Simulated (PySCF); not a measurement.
# C4H5N3O: magnetic properties

What do calculations give for the magnetic properties of C4H5N3O (`CC(=O)c1cnn[nH]1`)?

Computed with PySCF 2.14.0 and routines of our own; the level stands in each step. Atoms count from 0.

## 1. The system as given

13 atoms, charge 0, multiplicity 1; geometry from: GFN2-xTB.

## 2. Magnetic properties: GIAO KT3/pcSseg-1

Job settings and geometry (Å):

```
{"job": {"kind": "mag", "xc": "KT3", "basis": "pcSseg-1", "isotopologues": 2}, "charge": 0, "multiplicity": 1}
C     -1.943438     0.330224     0.027655
C     -0.861610    -0.690739    -0.189118
O     -1.070626    -1.849592    -0.472639
C      0.506285    -0.189717    -0.033403
C      1.072211     1.040855     0.275028
N      2.405798     0.900260     0.276009
N      2.706069    -0.313234    -0.005747
N      1.594472    -0.991363    -0.196759
H     -2.918320    -0.130006    -0.108040
H     -1.822255     1.148373    -0.679314
H     -1.866717     0.737872     1.033547
H      0.607526     1.980982     0.486910
H      1.586217    -1.973428    -0.431858
```

Level: GIAO KT3/pcSseg-1 magnetisability, rotational g tensor and spin-rotation constants, non-relativistic, gas phase.

On the command line:

```
$ OMP_NUM_THREADS=1 python excited_run.py task.json out
```

The driver reads the jobs from task.json and runs them one after another.

Log:

```text
coarse grid: 11720 points
cycle   1  E = -400.5936001852  dE =  1.506e+00  |g| = 9.419e-01  |ddm| = 3.591e+00
cycle   2  E = -397.7742814862  dE =  2.819e+00  |g| = 2.925e+00  |ddm| = 3.551e+00
cycle   3  E = -400.5736032861  dE = -2.799e+00  |g| = 8.095e-01  |ddm| = 3.317e+00
cycle   4  E = -400.7534403315  dE = -1.798e-01  |g| = 3.097e-01  |ddm| = 1.059e+00
cycle   5  E = -400.7570985008  dE = -3.658e-03  |g| = 2.828e-01  |ddm| = 4.758e-01
cycle   6  E = -400.7758705182  dE = -1.877e-02  |g| = 6.282e-02  |ddm| = 2.851e-01
cycle   7  E = -400.7766897520  dE = -8.192e-04  |g| = 1.886e-02  |ddm| = 5.726e-02
cycle   8  E = -400.7767780456  dE = -8.829e-05  |g| = 5.671e-03  |ddm| = 2.233e-02
cycle   9  E = -400.7767835931  dE = -5.547e-06  |g| = 2.858e-03  |ddm| = 6.102e-03
final grid: 115880 points
cycle  10  E = -400.7809756950  dE = -2.918e-04  |g| = 1.312e-02  |ddm| = 9.278e-02
cycle  11  E = -400.7808099854  dE =  1.657e-04  |g| = 3.098e-02  |ddm| = 4.221e-02
cycle  12  E = -400.7810039461  dE = -1.940e-04  |g| = 4.452e-03  |ddm| = 3.295e-02
cycle  13  E = -400.7810081784  dE = -4.232e-06  |g| = 1.447e-03  |ddm| = 5.138e-03
cycle  14  E = -400.7810085621  dE = -3.837e-07  |g| = 6.078e-04  |ddm| = 1.503e-03
cycle  15  E = -400.7810086382  dE = -7.613e-08  |g| = 1.508e-04  |ddm| = 6.996e-04
cycle  16  E = -400.7810086433  dE = -5.075e-09  |g| = 5.679e-05  |ddm| = 1.803e-04
cycle  17  E = -400.7810086440  dE = -7.228e-10  |g| = 1.388e-05  |ddm| = 5.311e-05
converged SCF energy = -400.7810086440

Magnetisability tensor (1e-30 J/T^2)
     -732.37       32.87       27.81
       32.87     -557.97      225.60
       27.81      225.60    -1443.52
isotropic -911.29   principal values   -1498.17   -738.19   -497.51
isotropic susceptibility -54.879 1e-6 cm^3/mol

Inertial axes            a          b          c
rot. const./GHz      5.1007     1.6176     1.2375
chi total           -42.069    -32.347    -90.222
chi diamagnetic    -323.552   -798.066  -1028.186
chi paramagnetic    281.483    765.719    937.964
quadrupole/D A      -14.182     10.215      3.967
g nuclear            0.5918     0.5374     0.5470
g electronic        -0.6745    -0.5819    -0.5453
g total             -0.0827    -0.0445     0.0017

Spin-rotation constants (kHz, H = +C I.J)
atom  isotope        aa         bb         cc
  5    14N        1.108      0.444      0.073
  6    14N        1.225      0.411      0.096
  7    14N        0.578      0.322      0.099
  8     1H        0.210     -0.175     -0.148
  9     1H       -0.546     -0.093     -0.018
 10     1H       -0.546     -0.093     -0.018
 11     1H       -0.488      0.184     -0.136
 12     1H       -0.460      0.214     -0.125
  0    13C*       0.761      0.244      0.222
  1    13C*       2.660      0.658      0.273
  2    17O*      -3.456     -1.389     -0.054
  3    13C*       2.113      0.590      0.212
  4    13C*       1.711      0.670      0.219
* in the singly substituted isotopologue

Isotopologues: g along a, b, c
2H    at 8,9,10,11,12      -0.0709    -0.0418     0.0014
13C   at 0                 -0.0817    -0.0439     0.0016
```

Wall time 31 s (1 thread of Arm Neoverse V1, shared host); peak memory 0.53 GiB.

Key values:

```
              quantity                     value
       magnetisability           -911·10⁻³⁰ J/T²
  molar susceptibility        -54.9·10⁻⁶ cm³/mol
rotational g (a, b, c)  -0.0827, -0.0445, 0.0017
```

## 3. Magnetic properties: GIAO X3LYP/6-31++G**

Settings changed since step 2:

```diff
@@ -1,2 +1,2 @@
-{"job": {"kind": "mag", "xc": "KT3", "basis": "pcSseg-1", "isotopologues": 2}, "charge": 0, "multiplicity": 1}
+{"job": {"kind": "mag", "xc": "X3LYP", "basis": "6-31++G**"}, "charge": 0, "multiplicity": 1}
 C     -1.943438     0.330224     0.027655
```

Method: GIAO X3LYP/6-31++G** magnetisability, rotational g tensor and spin-rotation constants, non-relativistic, gas phase.

Log:

```text
coarse grid: 11720 points
cycle   1  E = -394.6322958785  dE =  1.682e+00  |g| = 8.444e-01  |ddm| = 6.720e+00
cycle   2  E = -394.0608219553  dE =  5.715e-01  |g| = 1.852e+00  |ddm| = 9.803e+00
cycle   3  E = -394.7798591442  dE = -7.190e-01  |g| = 1.632e-01  |ddm| = 8.270e+00
cycle   4  E = -394.7840253125  dE = -4.166e-03  |g| = 1.034e-01  |ddm| = 6.571e-01
cycle   5  E = -394.7861526473  dE = -2.127e-03  |g| = 4.122e-02  |ddm| = 2.799e-01
cycle   6  E = -394.7865208680  dE = -3.682e-04  |g| = 8.986e-03  |ddm| = 8.392e-02
cycle   7  E = -394.7865380398  dE = -1.717e-05  |g| = 2.596e-03  |ddm| = 3.128e-02
cycle   8  E = -394.7865393321  dE = -1.292e-06  |g| = 8.719e-04  |ddm| = 6.162e-03
final grid: 115880 points
cycle   9  E = -394.7238189900  dE = -2.274e-05  |g| = 6.098e-03  |ddm| = 1.302e-01
cycle  10  E = -394.7238081101  dE =  1.088e-05  |g| = 9.459e-03  |ddm| = 3.275e-02
cycle  11  E = -394.7238273541  dE = -1.924e-05  |g| = 2.116e-03  |ddm| = 2.063e-02
cycle  12  E = -394.7238282382  dE = -8.841e-07  |g| = 2.828e-04  |ddm| = 5.959e-03
cycle  13  E = -394.7238282509  dE = -1.270e-08  |g| = 1.473e-04  |ddm| = 8.622e-04
cycle  14  E = -394.7238282556  dE = -4.693e-09  |g| = 4.273e-05  |ddm| = 4.673e-04
cycle  15  E = -394.7238282559  dE = -3.313e-10  |g| = 2.064e-05  |ddm| = 1.506e-04
converged SCF energy = -394.7238282559

Magnetisability tensor (1e-30 J/T^2)
     -730.45       37.35       29.72
       37.35     -545.13      236.10
       29.72      236.10    -1471.50
isotropic -915.70   principal values   -1528.71   -737.45   -480.92
isotropic susceptibility -55.144 1e-6 cm^3/mol

Inertial axes            a          b          c
rot. const./GHz      5.1007     1.6176     1.2375
chi total           -41.759    -31.613    -92.061
chi diamagnetic    -325.128   -800.777  -1031.140
chi paramagnetic    283.369    769.164    939.079
quadrupole/D A      -15.605     10.720      4.885
g nuclear            0.5918     0.5374     0.5470
g electronic        -0.6790    -0.5845    -0.5460
g total             -0.0872    -0.0471     0.0011

Spin-rotation constants (kHz, H = +C I.J)
atom  isotope        aa         bb         cc
  5    14N        1.092      0.444      0.064
  6    14N        1.209      0.414      0.084
  7    14N        0.554      0.317      0.086
  8     1H        0.209     -0.181     -0.149
  9     1H       -0.561     -0.096     -0.022
 10     1H       -0.561     -0.096     -0.022
 11     1H       -0.509      0.190     -0.136
 12     1H       -0.463      0.223     -0.126
  0    13C*       0.676      0.220      0.200
  1    13C*       2.628      0.667      0.243
  2    17O*      -3.312     -1.346     -0.028
  3    13C*       2.083      0.575      0.197
  4    13C*       1.663      0.655      0.196
* in the singly substituted isotopologue
```

It took 25 s on 1 thread of Arm Neoverse V1, shared host; peak memory 0.82 GiB.

In short:

```csv
quantity,value
magnetisability,-916·10⁻³⁰ J/T²
molar susceptibility,-55.1·10⁻⁶ cm³/mol
"rotational g (a, b, c)","-0.0872, -0.0471, 0.0011"
```

## 4. Magnetic properties side by side

| level | ξ (10⁻³⁰ J/T²) | g(a) | g(b) | gap (eV) | functions | time |
| --- | --- | --- | --- | --- | --- | --- |
| GIAO KT3/pcSseg-1 | -911 | -0.0827 | -0.0445 | 3.55 | 161 | 31 s |
| GIAO X3LYP/6-31++G** | -916 | -0.0872 | -0.0471 | 5.57 | 174 | 25 s |

## 5. Outcome

```
                                          quantity                     value
       magnetisability (step 2, GIAO KT3/pcSseg-1)           -911·10⁻³⁰ J/T²
  molar susceptibility (step 2, GIAO KT3/pcSseg-1)        -54.9·10⁻⁶ cm³/mol
rotational g (a, b, c) (step 2, GIAO KT3/pcSseg-1)  -0.0827, -0.0445, 0.0017
                   magnetisability over the levels   -916 to -911·10⁻³⁰ J/T²
```

What this shows: The magnetisability spreads by 0.5 % over 2 levels of like cost. Two levels can agree by chance, so this spread shows no convergence. Vibrational averaging and real surroundings are missing from these values.
